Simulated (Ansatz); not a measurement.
**C5H12Si (SMILES C=C[Si](C)(C)C): r2SCAN0/6-31G(d) (spherical functions)**

What is the electronic atomisation energy of C5H12Si at r2SCAN0/6-31G* (spherical functions)? 

The results are computed with Ansatz 0.2.0.

31 further runs of the same task are left out: 31 set aside as unsound or not needed.

**1. The structure to begin with**

The species is C5H12Si (18 atoms), meant as a singlet with charge 0. As SMILES, `C=C[Si](C)(C)C`. The shape is that of a PBE0-D4/def2-TZVP optimisation. This is one conformer, not always the lowest.

Some bond lengths: C1–C2 1.330 Å, C2–Si3 1.869 Å, Si3–C4 1.873 Å, Si3–C5 1.875 Å, Si3–C6 1.875 Å, C1–H7 1.087 Å, C1–H8 1.087 Å, C2–H9 1.091 Å, C4–H10 1.093 Å, C4–H11 1.093 Å, C4–H12 1.093 Å, C5–H13 1.093 Å, C5–H14 1.094 Å, C5–H15 1.093 Å, C6–H16 1.093 Å, C6–H17 1.093 Å. Some angles: C1–C2–Si3 124.8°, C2–Si3–C4 109.7°, C2–Si3–C5 108.9°, C2–Si3–C6 108.9°, C4–Si3–C5 110.1°, C4–Si3–C6 110.1°, C5–Si3–C6 109.2°, C1–C2–H9 117.2°, Si3–C2–H9 118.0°, C2–C1–H7 122.5°.

**2. A single-point energy at r2SCAN0/6-31G(d) (spherical functions)**

File in.yaml:

```yaml
crystal:
  periodic: [false, false, false]
  atoms:
    - {symbol: C, position_ang: [-2.463470, -0.560850, 0.441110]}
    - {symbol: C, position_ang: [-1.600000, 0.041460, -0.372240]}
    - {symbol: Si, position_ang: [0.250010, 0.097990, -0.111240]}
    - {symbol: C, position_ang: [0.693770, -0.817270, 1.461280]}
    - {symbol: C, position_ang: [0.791320, 1.889350, 0.012330]}
    - {symbol: C, position_ang: [1.095130, -0.702450, -1.581740]}
    - {symbol: H, position_ang: [-3.533840, -0.570330, 0.252000]}
    - {symbol: H, position_ang: [-2.138230, -1.076560, 1.340760]}
    - {symbol: H, position_ang: [-2.008990, 0.536650, -1.254490]}
    - {symbol: H, position_ang: [0.218540, -0.365270, 2.335650]}
    - {symbol: H, position_ang: [1.775050, -0.792910, 1.621980]}
    - {symbol: H, position_ang: [0.389440, -1.865980, 1.413780]}
    - {symbol: H, position_ang: [0.321910, 2.383320, 0.866720]}
    - {symbol: H, position_ang: [1.875770, 1.963820, 0.132240]}
    - {symbol: H, position_ang: [0.516990, 2.446350, -0.887640]}
    - {symbol: H, position_ang: [0.807560, -1.752570, -1.676110]}
    - {symbol: H, position_ang: [0.825840, -0.197420, -2.513330]}
    - {symbol: H, position_ang: [2.183160, -0.657310, -1.481070]}
basis:
  gaussian: {orbitals: 6-31G_st_-spherical.json}
accuracy: high
hamiltonian: {xc: {name: r2SCAN0}}
output: {orbitals: {seedname: orbitals}}
```

The basis set 6-31G* is read from a file made from the Basis Set Exchange's data (not shown).

Command:

```sh
$ ansatz run in.yaml --threads 1 --pin off --max-ram 3480MiB --events-out events.jsonl --progress --plain --runs-dir runs
```

Output:

```text
Warning: RAYON_NUM_THREADS=1 ignored (pool sized by the plan → 1); use --threads N
Functional definition: r2SCAN0
  name "r2SCAN0"
  parameter a = 0.25
  parameter k0 = 0.174
  parameter k1 = 0.065
  parameter a1 = 4.9479
  exchange = (1 - a)*r2scan_x(k0 = k0, k1 = k1, a1 = a1) + a*exact_x
  correlation = r2scan_c
2859 factors; integrals over basis functions are off by at most 4.2e-9 eV
mean field evaluation 1: about -13243.3605 eV, gradient 6.4e1 eV
mean field evaluation 2: about -13244.5642 eV, gradient 5.8e1 eV
mean field evaluation 4: about -13253.2009 eV, gradient 2.5e0 eV
mean field evaluation 8: about -13253.6109 eV, gradient 1.7e-1 eV
mean field evaluation 16: about -13253.6110 eV, gradient 2.5e-5 eV
mean field -13253.61103541 eV, -487.0612219312 hartree, gradient 9.8e-8 eV, S^2 0.000000; 0 other end points of the search recorded, 0 dependent functions left out
reference -13253.61103598 eV, -487.0612219519 hartree; 28, 28 occupied and 84, 84 virtual orbitals, 2859 factors
Total energy: -13253.61103598 eV, -487.0612219519 hartree
```

It took 17 s on 1 thread of Intel Xeon 6975P-C (Granite Rapids), shared host; peak memory 0.61 GiB.

**3. The C atom at the same level**

File job.yaml:

```yaml
crystal:
  periodic: [false, false, false]
  atoms:
    - {symbol: C, position_ang: [0.000000, 0.000000, 0.000000]}
basis:
  gaussian:
    orbitals: 6-31G_st_-spherical.json
hamiltonian:
  xc: {name: r2SCAN0}
magnetization:
  spin_polarized: true
  initial_magnetization: 2
accuracy: high
```

The basis set 6-31G* is read from a file made from the Basis Set Exchange's data (not shown).

Run the same way, it converges to -37.82117 Eh (log not shown).

**4. The H atom**

File input.yaml:

```yaml
crystal:
  periodic: [false, false, false]
  atoms:
    - symbol: H
      position_ang: [0.000000, 0.000000, 0.000000]
basis:
  gaussian: {orbitals: "6-31G*"}
magnetization: {spin_polarized: true, initial_magnetization: 1}
hamiltonian: {xc: {name: r2SCAN0}}
accuracy: high
```

Run the same way, it converges to -0.49823 Eh (log not shown).

**5. The Si atom, same level**

File in.yaml:

```yaml
crystal:
  periodic: [false, false, false]
  atoms:
    - {symbol: Si, position_ang: [0.000000, 0.000000, 0.000000]}
basis:
  gaussian:
    orbitals: 6-31G_st_-spherical.json
hamiltonian:
  xc: {name: r2SCAN0}
magnetization:
  spin_polarized: true
  initial_magnetization: 2
accuracy: high
```

The basis set 6-31G* is read from a file made from the Basis Set Exchange's data (not shown).

Run the same way, it converges to -289.31941 Eh (log not shown).

**6. Summary of results**

Level: r2SCAN0/6-31G* (spherical functions).

| quantity | value |
| --- | --- |
| molecule: total energy | -487.06122 Eh |
| molecule: HOMO energy | -7.52 eV |
| molecule: LUMO energy | 0.43 eV |
| molecule: HOMO–LUMO gap | 7.95 eV |
| C atom: total energy | -37.82117 Eh |
| C atom: ⟨S²⟩ | 2.004 |
| H atom: total energy | -0.49823 Eh |
| H atom: ⟨S²⟩ | 0.750 |
| Si atom: total energy | -289.31941 Eh |
| Si atom: ⟨S²⟩ | 2.004 |
| electronic atomisation energy | 72.308 eV |

Taking the molecule apart into free atoms costs 72.31 eV (1667 kcal/mol), before zero-point energy and without spin-orbit coupling.
